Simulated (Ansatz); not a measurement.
# CH6BNS: a ladder of functionals and wavefunction methods

An exercise on one series of results from a longer session: the logs are not shown, and one member is left open.

Method: functionals in def2-TZVPP, the program's frozen cores in correlated methods; program: Ansatz 0.2.0, Gaussian basis.

Plan: LDA (SPW92), PBE-D4, revPBE-D4, BLYP-D4, r2SCAN-D4, B97M-V, PBE0-D4, B3LYP-D4, r2SCANh-D4, r2SCAN0-D4, HSE06-D4, BHLYP-D4, CAM-B3LYP-D4, LC-ωPBE, ωB97X-V, ωB97M-V, B2PLYP, PBE-QIDH; CCSD(T)/def2-SVP; CCSD(T)/def2-TZVPP; CCSD(T)/def2-QZVPP; extrapolation to the limit; RPA on PBE.

## The geometry

All runs share one geometry, relaxed beforehand with PBE0-D4 in a triple-zeta def2 set.

10 atoms, charge 0, spin multiplicity 1.

Atoms are counted from 1 here; the program's logs count them from 0.

Bond lengths: C1–B2 1.572 Å, C1–H5 1.094 Å, C1–H6 1.093 Å, C1–H7 1.094 Å, B2–N3 1.397 Å, B2–S4 1.828 Å, N3–H8 1.005 Å, N3–H9 1.005 Å, S4–H10 1.343 Å. Angles: B2–C1–H5 111.1°, B2–C1–H6 112.6°, B2–C1–H7 111.0°, H5–C1–H6 107.8°, H5–C1–H7 106.3°, H6–C1–H7 107.8°, C1–B2–N3 121.6°, C1–B2–S4 116.8°, N3–B2–S4 121.6°, B2–N3–H8 124.6°, B2–N3–H9 121.6°, H8–N3–H9 113.8°, B2–S4–H10 98.6°.

As a file:

```mol
CH6BNS
  3D, bonds by distance, orders not assigned

 10  9  0  0  0  0  0  0  0  0999 V2000
   -1.1115    0.5886   -0.5930 C   0  0
    0.2130   -0.0984   -0.0967 B   0  0
    0.4603   -0.3156    1.2610 N   0  0
    1.4130   -0.5998   -1.3819 S   0  0
   -0.8936    1.4929   -1.1688 H   0  0
   -1.7741    0.8682    0.2301 H   0  0
   -1.6699   -0.0741   -1.2609 H   0  0
    1.2886   -0.7506    1.6270 H   0  0
   -0.1991   -0.0396    1.9680 H   0  0
    2.3564   -1.1230   -0.5818 H   0  0
  1  2  8  0
  2  3  8  0
  2  4  8  0
  1  5  8  0
  1  6  8  0
  1  7  8  0
  3  8  8  0
  3  9  8  0
  4 10  8  0
M  END
```

The first run:

Contents of in.yaml:

```yaml
crystal:
  periodic: [false, false, false]
  atoms:
    - {symbol: C, position_ang: [-1.111521, 0.588583, -0.593041]}
    - {symbol: B, position_ang: [0.212974, -0.098442, -0.096665]}
    - {symbol: N, position_ang: [0.460317, -0.315613, 1.261012]}
    - {symbol: S, position_ang: [1.412984, -0.599801, -1.381883]}
    - {symbol: H, position_ang: [-0.893555, 1.492913, -1.168768]}
    - {symbol: H, position_ang: [-1.774123, 0.868219, 0.230088]}
    - {symbol: H, position_ang: [-1.669941, -0.074056, -1.260923]}
    - {symbol: H, position_ang: [1.288588, -0.750550, 1.626973]}
    - {symbol: H, position_ang: [-0.199061, -0.039587, 1.968013]}
    - {symbol: H, position_ang: [2.356437, -1.122967, -0.581806]}
basis:
  gaussian: {orbitals: def2-TZVPP}
hamiltonian: {xc: lda}
output: {orbitals: {seedname: orbitals}}
```

The run is started by

```
$ ansatz run in.yaml --threads 2 --pin off --events-out ev --progress --plain --max-ram 32768MiB --backend cpu
```

Steps of the session up to this table: LDA; PBE-D4 (GGA); revPBE-D4 (GGA); BLYP-D4 (GGA); r2SCAN-D4 (meta-GGA); B97M-V (meta-GGA); PBE0-D4 (hybrid); B3LYP-D4 (hybrid); r2SCANh-D4 (hybrid); r2SCAN0-D4 (hybrid); HSE06-D4 (hybrid); BHLYP-D4 (hybrid); CAM-B3LYP-D4 (range-separated); LC-ωPBE (range-separated); ωB97X-V (range-separated); ωB97M-V (range-separated); B2PLYP (double hybrid); PBE-QIDH (double hybrid).

One table of the session follows, with a row left open; its other results are not shown here.

It belongs to the step «Orbital energies across the functionals». 

```
  functional  HOMO (eV)  LUMO (eV)  gap (eV)
 LDA (SPW92)      -5.96      -0.50      5.46
      PBE-D4      -5.83      -0.33      5.50
   revPBE-D4      -5.78      -0.24      5.54
     BLYP-D4      -5.67      -0.32      5.35
   r2SCAN-D4          ?          ?         ?
      B97M-V      -6.18      -0.15      6.04
     PBE0-D4      -7.06       0.52      7.58
    B3LYP-D4      -6.82       0.19      7.00
  r2SCANh-D4      -6.56       0.51      7.07
  r2SCAN0-D4      -7.25       0.91      8.16
    HSE06-D4      -6.66       0.15      6.81
    BHLYP-D4      -8.15       1.14      9.30
CAM-B3LYP-D4      -8.39       1.29      9.68
     LC-ωPBE      -9.80       2.58     12.38
     ωB97X-V      -9.43       2.37     11.79
     ωB97M-V      -9.27       1.93     11.19
```

**Question.** Estimate the row for r2SCAN-D4.

Worked estimate for «HOMO (eV)». Against the share of exact exchange, r2SCANh-D4 (0.1, -6.56), r2SCAN0-D4 (0.25, -7.25) give a slope of -4.60 per unit share; at 0 the line stands at -6.10.

The run gave: HOMO (eV): -6.11; LUMO (eV): 0.21; gap (eV): 6.32. In «HOMO (eV)» the line misses by +0.01.
